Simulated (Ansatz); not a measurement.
# C2H5F2GaO: basis-set convergence

One table from this session's results is given with a row withheld; the runs are named, their logs left out.

The runs use Ansatz 0.2.0, Gaussian basis; one geometry, several basis sets.

The runs, in order: PBE0-D4/def2-SVP; ωB97M-V/def2-SVP; PBE0-D4/def2-QZVPP; ωB97M-V/def2-QZVPP; the functionals' def2-TZVPP values are taken from earlier runs.

### The relaxed structure

The geometry comes from an earlier relaxation with PBE0-D4 in a triple-zeta def2 set; it is a stationary point, not always the lowest conformer.

11 atoms, charge 0, spin multiplicity 1.

Atoms are counted from 1 here; the program's logs count them from 0.

Bond lengths: C1–C2 1.511 Å, C1–H7 1.093 Å, C1–H8 1.095 Å, C1–H9 1.092 Å, C2–O3 1.421 Å, C2–H10 1.094 Å, C2–H11 1.096 Å, O3–Ga4 1.754 Å, Ga4–F5 1.741 Å, Ga4–F6 1.730 Å. Angles: C2–C1–H7 110.6°, C2–C1–H8 111.0°, C2–C1–H9 110.6°, H7–C1–H8 107.4°, H7–C1–H9 108.3°, H8–C1–H9 108.9°, C1–C2–O3 112.5°, C1–C2–H10 110.3°, C1–C2–H11 110.2°, O3–C2–H10 105.7°, O3–C2–H11 110.6°, H10–C2–H11 107.3°, C2–O3–Ga4 121.9°, O3–Ga4–F5 123.0°, O3–Ga4–F6 120.7°, F5–Ga4–F6 116.3°.

Set-up of the first run:

File in.yaml:

```yaml
crystal:
  periodic: [false, false, false]
  atoms:
    - {symbol: C, position_ang: [-0.073934, -1.206717, 0.678222]}
    - {symbol: C, position_ang: [0.993948, -0.258585, 0.185986]}
    - {symbol: O, position_ang: [0.564691, 1.095793, 0.192407]}
    - {symbol: Ga, position_ang: [-0.762439, 1.653609, -0.809653]}
    - {symbol: F, position_ang: [-1.536054, 0.649099, -2.002289]}
    - {symbol: F, position_ang: [-1.347694, 3.276684, -0.677636]}
    - {symbol: H, position_ang: [0.310569, -2.228823, 0.722312]}
    - {symbol: H, position_ang: [-0.936401, -1.209699, 0.003576]}
    - {symbol: H, position_ang: [-0.408537, -0.923039, 1.678466]}
    - {symbol: H, position_ang: [1.866989, -0.295799, 0.844469]}
    - {symbol: H, position_ang: [1.328881, -0.552534, -0.815858]}
basis:
  gaussian: {orbitals: def2-SVP}
hamiltonian: {xc: pbe0, dispersion: d4}
output: {orbitals: {seedname: orbitals}}
```

Command:

```
ansatz run in.yaml --threads 4 --pin off --events-out ev --progress --plain --max-ram 10444MiB
```

Steps of the session up to this table: PBE0-D4 in def2-SVP; ωB97M-V in def2-SVP; PBE0-D4 in def2-QZVPP; ωB97M-V in def2-QZVPP.

One table of the session follows, with a row left open; its other results are not shown here.

It belongs to the step «Density functionals: the series». 

```
functional       basis  HOMO (eV)  LUMO (eV)
   PBE0-D4    def2-SVP      -8.60      -1.45
   PBE0-D4  def2-TZVPP          ?          ?
   PBE0-D4  def2-QZVPP      -8.72      -1.66
   ωB97M-V    def2-SVP     -10.98       0.49
   ωB97M-V  def2-TZVPP     -11.09       0.36
   ωB97M-V  def2-QZVPP     -11.13       0.09
```

**Question.** Estimate the row for PBE0-D4, def2-TZVPP.

The run gave: HOMO (eV): -8.69; LUMO (eV): -1.56. In the column «HOMO (eV)» it lies between PBE0-D4, def2-QZVPP (-8.72) and PBE0-D4, def2-SVP (-8.60).
